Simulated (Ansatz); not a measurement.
# ClF2H3OSi: a nudged elastic band in two tries

Aim: a band of images between two relaxed ends for this system. SMILES of the reactants: F[SiH](F)Cl.O.

Method: UKS B3LYP-D4/cc-pVDZ, in Ansatz 0.2.0.

**1. Starting point**

Bond lengths: Si1–Cl2 2.079 Å, Si1–F3 1.639 Å, Si1–F4 1.642 Å, Si1–H5 1.467 Å, H6–O7 0.970 Å, O7–H8 0.971 Å. Angles: Cl2–Si1–F3 103.6°, Cl2–Si1–F4 110.5°, Cl2–Si1–H5 116.6°, F3–Si1–F4 102.5°, F3–Si1–H5 105.9°, F4–Si1–H5 115.8°, H6–O7–H8 103.9°.

As a file:

```xyz
8

Si   -0.3593   -0.7551   -0.5305
Cl    1.6924   -0.7433   -0.8627
F    -0.8450   -2.1823   -1.1747
F    -0.6823   -0.9567    1.0664
H    -1.1411    0.2814   -1.2142
H     1.1331    1.6470    0.5700
O     0.1752    1.5001    0.6157
H     0.0271    1.2088    1.5300
```

**2. First try**

Input file input.yaml:

```yaml
crystal:
  periodic: [false, false, false]
  atoms:
    - { symbol: Si, position_ang: [-0.359323, -0.755144, -0.530472] }
    - { symbol: Cl, position_ang: [1.692434, -0.743269, -0.862725] }
    - { symbol: F, position_ang: [-0.845036, -2.182303, -1.174722] }
    - { symbol: F, position_ang: [-0.682303, -0.956674, 1.06643] }
    - { symbol: H, position_ang: [-1.141135, 0.281391, -1.214151] }
    - { symbol: H, position_ang: [1.13307, 1.646997, 0.570013] }
    - { symbol: O, position_ang: [0.175154, 1.50013, 0.615659] }
    - { symbol: H, position_ang: [0.027138, 1.208771, 1.529968] }
magnetization:
  spin_polarized: true
basis:
  gaussian: { orbitals: cc-pVDZ }
hamiltonian:
  xc: b3lyp
  dispersion: d4
neb:
  order_check: false
  images: 5
  f_tol: 0.05
  max_iterations: 8
  final_atoms:
    - { symbol: Si, position_ang: [-0.94019123, -0.55648209, -0.13178627] }
    - { symbol: Cl, position_ang: [2.5834316, 1.70265516, -0.97556779] }
    - { symbol: F, position_ang: [-0.86433089, -2.17345097, 0.07101735] }
    - { symbol: F, position_ang: [-2.35253501, -0.09087441, 0.5391896] }
    - { symbol: H, position_ang: [-0.86862148, -0.18654716, -1.55137887] }
    - { symbol: H, position_ang: [1.69103556, 1.10090027, -0.22762565] }
    - { symbol: O, position_ang: [0.33242896, 0.17704104, 0.6612108] }
  initial_path: idpp
```

Launch:

```
$ ansatz run input.yaml --threads 2 --pin off --max-ram 3072MiB --backend cpu --events-out ev --progress --plain --runs-dir out
```

Q: Predict the outcome of this session. Wanted: first try.

As calculated:

| quantity | value |
| --- | --- |
| first try | refused |
| cause | the second end lists one atom fewer than the first |

What this shows: The fault in the first input was caught at the input check and cost nothing.
